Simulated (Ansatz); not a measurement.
# HfB4C: the cost of one run

Program: Ansatz 0.2.0. Level of theory: DFT PBE, scalar-relativistic, plane waves, PAW. These are calculated values, not measurements.

## (1) The structure to begin with

The structure is cubic, space group F-43m (No. 216). Conventional cell: a = 5.909 Å, b = 5.909 Å, c = 5.909 Å, α = 90.00°, β = 90.00°, γ = 90.00°. Around Hf (site symmetry -43m) lie 12 B at 2.48 Å and 4 C at 2.56 Å. B (site symmetry 3m) is surrounded by 6 B at 1.86 to 2.31 Å and 3 C at 2.43 Å and 3 Hf at 2.48 Å. C (site symmetry -43m) has 12 B at 2.43 Å and 4 Hf at 2.56 Å as nearest neighbours.

Structure file:

```
CELL_PARAMETERS angstrom
0.00000 2.95432 2.95432
2.95432 0.00000 2.95432
2.95432 2.95432 0.00000
ATOMIC_POSITIONS crystal
Hf 0.00000 0.00000 0.00000
B 0.38852 0.38852 0.83443
B 0.38852 0.38852 0.38852
B 0.83443 0.38852 0.38852
B 0.38852 0.83443 0.38852
C 0.75000 0.75000 0.75000
```

It is the end of an earlier relaxation with the same method, from a database cell with other species swapped in; it needn't be the stable form of this composition. At a tolerance of 0.05 Å it has space group F-43m (No. 216); it has 8.60 Å³/atom, an uncorrected energy of +1.12 eV/atom over the elements.

## (2) Bands, states and charges

Contents of input.yaml:

```yaml
crystal:
  lattice:
    - [0.0, 2.954323017, 2.954323017]
    - [2.954323017, 0.0, 2.954323017]
    - [2.954323017, 2.954323017, 0.0]
  atoms:
    - { symbol: Hf, position: [0.0, 0.0, 0.0] }
    - { symbol: B, position: [0.3885217405, 0.3885217405, 0.8344347786] }
    - { symbol: B, position: [0.3885217405, 0.3885217405, 0.3885217405] }
    - { symbol: B, position: [0.8344347786, 0.3885217405, 0.3885217405] }
    - { symbol: B, position: [0.3885217405, 0.8344347786, 0.3885217405] }
    - { symbol: C, position: [0.75, 0.75, 0.75] }
basis:
  ecutwfc: 420
kpoints:
  mp_grid: { grid: [12, 12, 12] }
  band_path:
    path:
      - [[0.0, 0.0, 0.0], [-0.5, -0.5, 0.0], [-0.375, -0.375, 0.25]]
      - [[-0.375, 0.0, 0.375], [0.0, 0.0, 0.0], [0.0, 0.0, 0.5], [-0.5, -0.25, 0.25], [-0.5, -0.5, 0.0]]
    npoints: 14
hamiltonian:
  xc: pbe
scf:
  occupations: { method: gaussian, width: 0.1 }
  n_extra_bands: 15
output:
  forces: true
  stress: true
  eigenvalues: true
  populations: true
  dos: { projected: true, de: 0.02, nscf_kmesh: { grid: [15, 15, 15] } }
  bader: true
  write_density: true
  write_potential: true
  elf: true
  volumetric_format: npy
```

The run is started by

```bash
$ ansatz run input.yaml --threads 1 --pin off --max-ram 2560MiB --backend cpu --events-out ev --progress --plain --runs-dir out
```

Q: Estimate wall time and peak memory on 1 thread of Intel Xeon at 2.70GHz, shared host.

About 61 s, with a peak of 0.46 GiB.
